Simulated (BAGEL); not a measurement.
# CH3Cl3Si (SMILES C[Si](Cl)(Cl)Cl): HF/STO-3G (density fitting with cc-pvqz-jkfit)

Aim: the energy change on altering one bond length of CH3Cl3Si at HF/STO-3G (density fitting with cc-pvqz-jkfit), from 2 runs. 

The results are computed with BAGEL 1.2.2.

### 1 The system as given

CH3Cl3Si: 8 atoms, total charge 0, spin state singlet. SMILES: `C[Si](Cl)(Cl)Cl`. The shape is that of a PBE0-D4/def2-TZVP optimisation.

Bond lengths: C1–Si2 1.841 Å, Si2–Cl3 2.039 Å, Si2–Cl4 2.039 Å, Si2–Cl5 2.039 Å, C1–H6 1.092 Å, C1–H7 1.092 Å, C1–H8 1.092 Å. Some angles: C1–Si2–Cl3 110.7°, C1–Si2–Cl4 110.7°, C1–Si2–Cl5 110.6°, Cl3–Si2–Cl4 108.3°, Cl3–Si2–Cl5 108.3°, Cl4–Si2–Cl5 108.3°, Si2–C1–H6 110.0°, Si2–C1–H7 110.0°, Si2–C1–H8 110.0°, H6–C1–H7 109.0°.

### 2 A single-point energy at HF/STO-3G (density fitting with cc-pvqz-jkfit)

Contents of job.json:

```json
{ "bagel": [

{
  "title": "molecule",
  "basis": "sto-3g",
  "df_basis": "cc-pvqz-jkfit",
  "angstrom": "true",
  "geometry": [
    { "atom": "C", "xyz": [      -0.728900,      -0.279600,       0.686100 ] },
    { "atom": "Si", "xyz": [       0.568900,       0.197900,      -0.528700 ] },
    { "atom": "Cl", "xyz": [       2.360400,      -0.640000,      -0.033600 ] },
    { "atom": "Cl", "xyz": [       0.065900,      -0.429500,      -2.402200 ] },
    { "atom": "Cl", "xyz": [       0.801200,       2.223000,      -0.573800 ] },
    { "atom": "H", "xyz": [      -0.844500,      -1.365200,       0.700800 ] },
    { "atom": "H", "xyz": [      -0.448300,       0.061100,       1.684800 ] },
    { "atom": "H", "xyz": [      -1.682600,       0.175200,       0.410800 ] }
  ]
},

{ "title": "hf" },

{ "title": "print", "file": "orbitals.molden", "orbitals": "true" }

]}
```

On the command line:

```console
$ BAGEL_NUM_THREADS=1 BAGEL job.json > job.out
```

What it wrote:

```text
* using 1 threads per process

  ===============================================================
  ===============================================================

  *** Geometry ***

  { "atom" : "C", "xyz" : [     -1.377421,     -0.528367,      1.296541 ] },
  { "atom" : "Si", "xyz" : [      1.075065,      0.373977,     -0.999098 ] },
  { "atom" : "Cl", "xyz" : [      4.460510,     -1.209425,     -0.063495 ] },
  { "atom" : "Cl", "xyz" : [      0.124533,     -0.811637,     -4.539500 ] },
  { "atom" : "Cl", "xyz" : [      1.514049,      4.200861,     -1.084325 ] },
  { "atom" : "H", "xyz" : [     -1.595874,     -2.579854,      1.324320 ] },
  { "atom" : "H", "xyz" : [     -0.847164,      0.115462,      3.183811 ] },
  { "atom" : "H", "xyz" : [     -3.179653,      0.331080,      0.776299 ] },

  Number of auxiliary basis functions:      851

  Since a DF basis is specified, we compute 2- and 3-index integrals:
    o Being stored without compression. Storage requirement is 0.013 GB

  Number of basis functions:       44
  Number of electrons      :       74

    * METHOD: MOLECULE                             0.58

  *** RHF ***

  === Nuclear Repulsion ===
   440.2973336455

      * DIIS with orbital gradients will be used.

  === RHF iteration (sto-3g) ===
      0      -1688.56395665          0.01053179           0.10
      1      -1688.67700314          0.00231013           0.09
      2      -1688.68144330          0.00040218           0.11
      3      -1688.68171638          0.00006752           0.12
      4      -1688.68172255          0.00001419           0.10
      5      -1688.68172290          0.00000304           0.10
      6      -1688.68172292          0.00000049           0.11
      7      -1688.68172292          0.00000013           0.13
      8      -1688.68172292          0.00000003           0.14
      9      -1688.68172292          0.00000001           0.14
    * SCF iteration converged.

    * Permanent dipole moment:
           (    0.875398,     0.322324,    -0.819327) a.u.

    * METHOD: HF                                   1.31

    * METHOD: PRINT                                0.00

  ===============================================================
```

Wall time 2.8 s (1 thread of Intel Xeon 6975P-C (Granite Rapids), shared host); peak memory 0.12 GiB.

### 3 The distorted shape at the same level

Contents of input.json:

```json
{ "bagel" : [

{
  "title" : "molecule",
  "basis" : "sto-3g",
  "df_basis" : "cc-pvqz-jkfit",
  "angstrom" : true,
  "geometry" : [
    { "atom" : "C", "xyz" : [      -0.326503,       0.222316,       2.184889 ] },
    { "atom" : "Si", "xyz" : [       0.971297,       0.699816,       0.970089 ] },
    { "atom" : "Cl", "xyz" : [       2.762797,      -0.138084,       1.465189 ] },
    { "atom" : "Cl", "xyz" : [       0.065900,      -0.429500,      -2.402200 ] },
    { "atom" : "Cl", "xyz" : [       1.203597,       2.724916,       0.924989 ] },
    { "atom" : "H", "xyz" : [      -0.442103,      -0.863284,       2.199589 ] },
    { "atom" : "H", "xyz" : [      -0.045903,       0.563016,       3.183589 ] },
    { "atom" : "H", "xyz" : [      -1.280203,       0.677116,       1.909589 ] }
  ]
},

{
  "title" : "hf"
},

{
  "title" : "print",
  "file" : "orbitals.molden",
  "orbitals" : true
}

]}
```

On the command line:

```console
$ BAGEL_NUM_THREADS=1 BAGEL input.json > input.out
```

What it wrote:

```text
* using 1 threads per process

  ===============================================================
  ===============================================================

  *** Geometry ***

  { "atom" : "C", "xyz" : [     -0.617001,      0.420116,      4.128842 ] },
  { "atom" : "Si", "xyz" : [      1.835485,      1.322461,      1.833203 ] },
  { "atom" : "Cl", "xyz" : [      5.220930,     -0.260941,      2.768806 ] },
  { "atom" : "Cl", "xyz" : [      0.124533,     -0.811637,     -4.539500 ] },
  { "atom" : "Cl", "xyz" : [      2.274469,      5.149345,      1.747976 ] },
  { "atom" : "H", "xyz" : [     -0.835454,     -1.631370,      4.156621 ] },
  { "atom" : "H", "xyz" : [     -0.086744,      1.063946,      6.016111 ] },
  { "atom" : "H", "xyz" : [     -2.419233,      1.279564,      3.608600 ] },

  Number of auxiliary basis functions:      851

  Since a DF basis is specified, we compute 2- and 3-index integrals:
    o Being stored without compression. Storage requirement is 0.013 GB

  Number of basis functions:       44
  Number of electrons      :       74

    * METHOD: MOLECULE                             0.74

  *** RHF ***

  === Nuclear Repulsion ===
   377.6722794062

      * DIIS with orbital gradients will be used.

  === RHF iteration (sto-3g) ===
      0      -1688.25002204          0.01182229           0.10
      1      -1688.11292613          0.01365067           0.09
      2      -1688.42682772          0.00314035           0.09
      3      -1688.44899090          0.00077134           0.10
      4      -1688.45015505          0.00016138           0.09
      5      -1688.45018518          0.00008068           0.17
      6      -1688.45019957          0.00003092           0.10
      7      -1688.45020404          0.00002009           0.11
      8      -1688.45020784          0.00001415           0.09
      9      -1688.45021138          0.00000410           0.09
     10      -1688.45021162          0.00000070           0.14
     11      -1688.45021162          0.00000017           0.11
     12      -1688.45021162          0.00000007           0.10
     13      -1688.45021162          0.00000003           0.10
     14      -1688.45021162          0.00000001           0.09
    * SCF iteration converged.

    * Permanent dipole moment:
           (    0.286281,    -0.383461,    -2.859565) a.u.

    * METHOD: HF                                   1.78

    * METHOD: PRINT                                0.00

  ===============================================================
```

It took 3.6 s on 1 thread of Intel Xeon 6975P-C (Granite Rapids), shared host; peak memory 0.12 GiB.

### 4 Summary of results

Level: HF/STO-3G (density fitting with cc-pvqz-jkfit).

| quantity | value |
| --- | --- |
| first shape: total energy | -1688.68172 Eh |
| first shape: dipole moment | 3.16 D |
| first shape: HOMO energy | -11.08 eV |
| first shape: LUMO energy | 6.69 eV |
| first shape: HOMO–LUMO gap | 17.78 eV |
| distorted shape: total energy | -1688.45021 Eh |
| distorted shape: dipole moment | 7.37 D |
| distorted shape: HOMO energy | -6.34 eV |
| distorted shape: LUMO energy | -0.80 eV |
| distorted shape: HOMO–LUMO gap | 5.54 eV |
| energy change with the Si2–Cl4 bond stretched from 2.039 to 3.670 Å | 6.300 eV |

**Reading.** One bond (distorted shape) is far stretched, which a spin-restricted single reference describes badly; a broken-symmetry solution may lie lower. With the Si2–Cl4 bond stretched from 2.039 to 3.670 Å the energy rises by 6.30 eV (145 kcal/mol). The first shape isn't relaxed at this level, so the change isn't measured from a minimum. A restricted reference can't describe the breaking bond well at this length. The minimal basis adds a large error of its own.
